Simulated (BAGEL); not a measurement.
# SiCl3O (SMILES [O][Si](Cl)(Cl)Cl) at UHF/6-31G(d) (density fitting with qzvpp-jkfit, spherical functions)

What is the electronic atomisation energy of SiCl3O at UHF/6-31G* (density fitting with qzvpp-jkfit, spherical functions)? 

Program for the calculation: BAGEL 1.2.2.

12 further runs of the same task are left out: 4 that didn't finish, 8 set aside as unsound or not needed.

### Step 1. The molecule

The species is SiCl3O (5 atoms), meant as a doublet with charge 0. SMILES: `[O][Si](Cl)(Cl)Cl`. The coordinates come from a PBE0-D4/def2-TZVP relaxation.

Bond lengths: O1–Si2 1.645 Å, Si2–Cl3 2.018 Å, Si2–Cl4 2.020 Å, Si2–Cl5 2.018 Å. Angles: O1–Si2–Cl3 111.8°, O1–Si2–Cl4 100.7°, O1–Si2–Cl5 111.8°, Cl3–Si2–Cl4 111.9°, Cl3–Si2–Cl5 108.6°, Cl4–Si2–Cl5 111.9°.

### Step 2. The energy at UHF/6-31G(d) (density fitting with qzvpp-jkfit, spherical functions)

Contents of job.json:

```json
{ "bagel" : [

{
  "title" : "molecule",
  "basis" : "6-31gs.json",
  "df_basis" : "qzvpp-jkfit",
  "angstrom" : true,
  "geometry" : [
    { "atom" : "O", "xyz" : [       0.815000,      -1.070800,       1.039300 ] },
    { "atom" : "Si", "xyz" : [       0.038600,      -0.018800,       0.041000 ] },
    { "atom" : "Cl", "xyz" : [      -1.536500,       0.855600,       0.950500 ] },
    { "atom" : "Cl", "xyz" : [      -0.542800,      -1.265500,      -1.438700 ] },
    { "atom" : "Cl", "xyz" : [       1.275600,       1.425900,      -0.633600 ] }
  ]
},

{
  "title" : "uhf",
  "nopen" : 1
},

{
  "title" : "print",
  "file" : "orbitals.molden",
  "orbitals" : true
}

]}
```

The basis set 6-31G* is read from a file made from the Basis Set Exchange's data (not shown).

Command:

```console
$ BAGEL_NUM_THREADS=1 BAGEL job.json > job.out
```

The log of the run:

```text
* using 1 threads per process

  ===============================================================
  ===============================================================

  *** Geometry ***

  { "atom" : "O", "xyz" : [      1.540127,     -2.023519,      1.963992 ] },
  { "atom" : "Si", "xyz" : [      0.072943,     -0.035527,      0.077479 ] },
  { "atom" : "Cl", "xyz" : [     -2.903564,      1.616850,      1.796185 ] },
  { "atom" : "Cl", "xyz" : [     -1.025743,     -2.391448,     -2.718749 ] },
  { "atom" : "Cl", "xyz" : [      2.410535,      2.694560,     -1.197330 ] },

  Number of auxiliary basis functions:      589

  Since a DF basis is specified, we compute 2- and 3-index integrals:
    o Being stored without compression. Storage requirement is 0.035 GB

  Number of basis functions:       86
  Number of electrons      :       73

    * METHOD: MOLECULE                             0.47

  *** Open-shell HF ***

  === Nuclear Repulsion ===
   433.9970723956

      * DIIS with orbital gradients will be used.

  === UHF iteration (6-31gs.json) ===
      0      -1741.81070675          0.04325048           0.36
      1      -1741.58781647          0.06148567           0.34
      2      -1741.31990803          0.06498375           0.33
      3      -1742.31185689          0.01279641           0.34
      4      -1742.35529234          0.00406028           0.32
      5      -1742.36036723          0.00118674           0.32
      6      -1742.36135087          0.00021600           0.33
      7      -1742.36145796          0.00012365           0.34
      8      -1742.36149352          0.00009359           0.32
      9      -1742.36151457          0.00007161           0.32
     10      -1742.36153149          0.00002891           0.32
     11      -1742.36153550          0.00001120           0.32
     12      -1742.36153670          0.00000496           0.32
     13      -1742.36153725          0.00000176           0.32
     14      -1742.36153738          0.00000068           0.32
     15      -1742.36153740          0.00000032           0.32
     16      -1742.36153740          0.00000020           0.33
     17      -1742.36153740          0.00000013           0.35
     18      -1742.36153740          0.00000011           0.32
     19      -1742.36153740          0.00000010           0.32
     20      -1742.36153740          0.00000009           0.31
     21      -1742.36153741          0.00000008           0.31
     22      -1742.36153741          0.00000008           0.31
     23      -1742.36153741          0.00000008           0.32
     24      -1742.36153741          0.00000007           0.33
     25      -1742.36153741          0.00000007           0.33
     26      -1742.36153741          0.00000006           0.32
     27      -1742.36153741          0.00000005           0.33
     28      -1742.36153741          0.00000002           0.33
     29      -1742.36153741          0.00000001           0.32
     30      -1742.36153741          0.00000001           0.33
    * SCF iteration converged.

    * S^2 (UHF) is 0.7560

    * Permanent dipole moment:
           (    0.061803,    -0.196971,     0.039072) a.u.

    * METHOD: UHF                                 10.45

    * METHOD: PRINT                                0.03

  ===============================================================
```

It took 12 s on 1 thread of AMD EPYC 7R43 (Zen 3), shared host; peak memory 0.16 GiB.

### Step 3. The Cl atom, same level

Contents of job.json:

```json
{ "bagel": [

{
  "title": "molecule",
  "basis": "6-31gs.json",
  "df_basis": "qzvpp-jkfit",
  "angstrom": "true",
  "geometry": [
    { "atom": "Cl", "xyz": [       0.000000,       0.000000,       0.000000 ] }
  ]
},

{ "title": "uhf", "nopen": 1 },

{ "title": "print", "file": "orbitals.molden", "orbitals": "true" }

]}
```

The basis set 6-31G* is read from a file made from the Basis Set Exchange's data (not shown).

Command:

```console
$ BAGEL_NUM_THREADS=1 BAGEL job.json > job.out
```

The log of the run:

```text
* using 1 threads per process

  ===============================================================
  ===============================================================

  *** Geometry ***

  { "atom" : "Cl", "xyz" : [      0.000000,      0.000000,      0.000000 ] },

  Number of auxiliary basis functions:      128

  Since a DF basis is specified, we compute 2- and 3-index integrals:
    o Being stored without compression. Storage requirement is 0.000 GB

  Number of basis functions:       18
  Number of electrons      :       17

    * METHOD: MOLECULE                             0.02

  *** Open-shell HF ***

  === Nuclear Repulsion ===
     0.0000000000

      * DIIS with orbital gradients will be used.

  === UHF iteration (6-31gs.json) ===
      0       -459.44068353          0.00673659           0.00
      1       -459.44592077          0.00155464           0.00
      2       -459.44643530          0.00055141           0.00
      3       -459.44650604          0.00010853           0.00
      4       -459.44650764          0.00002182           0.00
      5       -459.44650772          0.00000168           0.00
      6       -459.44650773          0.00000017           0.00
      7       -459.44650773          0.00000010           0.00
      8       -459.44650773          0.00000001           0.00
    * SCF iteration converged.

    * S^2 (UHF) is 0.7550

    * Permanent dipole moment:
           (   -0.000000,     0.000000,    -0.000000) a.u.

    * METHOD: UHF                                  0.04

    * METHOD: PRINT                                0.00

  ===============================================================
```

Wall time 0.63 s (1 thread of AMD EPYC 7R43 (Zen 3), shared host); peak memory 0.077 GiB.

### Step 4. The O atom

Contents of calc.json:

```json
{ "bagel": [

{
  "title": "molecule",
  "basis": "6-31gs.json",
  "df_basis": "qzvpp-jkfit",
  "angstrom": "true",
  "geometry": [
    { "atom": "O", "xyz": [    0.000000,    0.000000,    0.000000 ] }
  ]
},
{
  "title": "uhf",
  "nopen": 2
},
{
  "title": "print",
  "file": "orbitals.molden",
  "orbitals": "true"
}

]}
```

The basis set 6-31G* is read from a file made from the Basis Set Exchange's data (not shown).

Run the same way, it converges to -74.78316 Eh (log not shown).

### Step 5. The Si atom

Contents of job.json:

```json
{ "bagel" : [

{
  "title" : "molecule",
  "basis" : "6-31gs.json",
  "df_basis" : "qzvpp-jkfit",
  "angstrom" : "true",
  "geometry" : [
    { "atom" : "Si", "xyz" : [       0.000000,       0.000000,       0.000000 ] }
  ]
},

{ "title" : "uhf", "nopen" : 2 },

{ "title" : "print", "file" : "orbitals.molden", "orbitals" : "true" }

]}
```

The basis set 6-31G* is read from a file made from the Basis Set Exchange's data (not shown).

Command:

```console
$ BAGEL_NUM_THREADS=1 BAGEL job.json > job.out
```

The log of the run:

```text
* using 1 threads per process

  ===============================================================
  ===============================================================

  *** Geometry ***

  { "atom" : "Si", "xyz" : [      0.000000,      0.000000,      0.000000 ] },

  Number of auxiliary basis functions:      128

  Since a DF basis is specified, we compute 2- and 3-index integrals:
    o Being stored without compression. Storage requirement is 0.000 GB

  Number of basis functions:       18
  Number of electrons      :       14

    * METHOD: MOLECULE                             0.02

  *** Open-shell HF ***

  === Nuclear Repulsion ===
     0.0000000000

      * DIIS with orbital gradients will be used.

  === UHF iteration (6-31gs.json) ===
      0       -288.81512241          0.00881334           0.00
      1       -288.82896535          0.00306527           0.00
      2       -288.83063986          0.00115585           0.00
      3       -288.83100569          0.00013738           0.00
      4       -288.83101672          0.00001394           0.00
      5       -288.83101720          0.00000272           0.00
      6       -288.83101724          0.00000033           0.00
      7       -288.83101724          0.00000005           0.00
      8       -288.83101724          0.00000000           0.00
    * SCF iteration converged.

    * S^2 (UHF) is 2.0060

    * Permanent dipole moment:
           (    0.000000,    -0.000000,    -0.000000) a.u.

    * METHOD: UHF                                  0.03

    * METHOD: PRINT                                0.00

  ===============================================================
```

Wall time 0.46 s (1 thread of AMD EPYC 7R43 (Zen 3), shared host); peak memory 0.077 GiB.

### Step 6. Outcome

Level: UHF/6-31G* (density fitting with qzvpp-jkfit, spherical functions).

```
                     quantity           value
       molecule: total energy  -1742.36154 Eh
      molecule: dipole moment          0.53 D
               molecule: ⟨S²⟩           0.756
        Cl atom: total energy   -459.44651 Eh
       Cl atom: dipole moment          0.00 D
                Cl atom: ⟨S²⟩           0.755
         O atom: total energy    -74.78316 Eh
        O atom: dipole moment          0.00 D
                 O atom: ⟨S²⟩           2.006
        Si atom: total energy   -288.83102 Eh
       Si atom: dipole moment          0.00 D
                Si atom: ⟨S²⟩           2.006
electronic atomisation energy       11.098 eV
```

In words: Taking the molecule apart into free atoms costs 11.10 eV (1071 kJ/mol), before zero-point energy and without spin-orbit coupling. Hartree–Fock lacks the correlation of the bonding pairs, which as a rule makes this value much too low; in minimal bases other errors can mask that.
